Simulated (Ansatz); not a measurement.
# Br: the cost of one run

Computed with Ansatz 0.2.0 (DFT PBEsol, scalar-relativistic, plane waves, PAW, unless a step's input says otherwise).

## Step 1: The structure to begin with

The structure is hexagonal, space group P6/mmm (No. 191). The conventional cell has a = 3.414 Å, b = 3.414 Å, c = 3.190 Å, α = 90.00°, β = 90.00°, γ = 120.00°. Around Br (site symmetry 6/mmm) lie 8 Br at 3.19 to 3.41 Å.

Structure file:

```cif
data_structure
_symmetry_space_group_name_H-M 'P 1'
_symmetry_Int_Tables_number 1
_cell_length_a 3.4138
_cell_length_b 3.4138
_cell_length_c 3.1898
_cell_angle_alpha 90.000
_cell_angle_beta 90.000
_cell_angle_gamma 120.000
_cell_volume 32.19
loop_
_atom_site_label
_atom_site_type_symbol
_atom_site_fract_x
_atom_site_fract_y
_atom_site_fract_z
_atom_site_occupancy
Br1 Br 0.00000 0.00000 0.00000 1
```

This is candidate A: simple hexagonal type (P6/mmm, No. 191).

(A quick probe on a coarse mesh, which set the mesh and smearing, is not shown.)

## Step 3: A loose first relaxation (candidate A)

Contents of input.yaml:

```yaml
crystal:
  lattice:
    - [3.4138445046, 0.0, 0.0]
    - [-1.7069222523, 2.9564760656, 0.0]
    - [0.0, 0.0, 3.189810959]
  atoms:
    - { symbol: Br, position: [0.0, 0.0, 0.0] }
basis:
  ecutwfc: 420
kpoints:
  mp_grid: { grid: [6, 6, 6] }
hamiltonian:
  xc: pbesol
scf:
  occupations: { method: gaussian, width: 0.1 }
  lower_state_search: "off"
output:
  forces: true
  stress: true
  eigenvalues: true
relax:
  adjacent_minimum: "off"
  f_tol: 0.04
  max_steps: 70
  cell: { stress_tol: 0.4 }
```

What time and memory should one allow on 1 thread of an Arm CPU, shared host?

About 2.6 s, with a peak of 0.26 GiB.
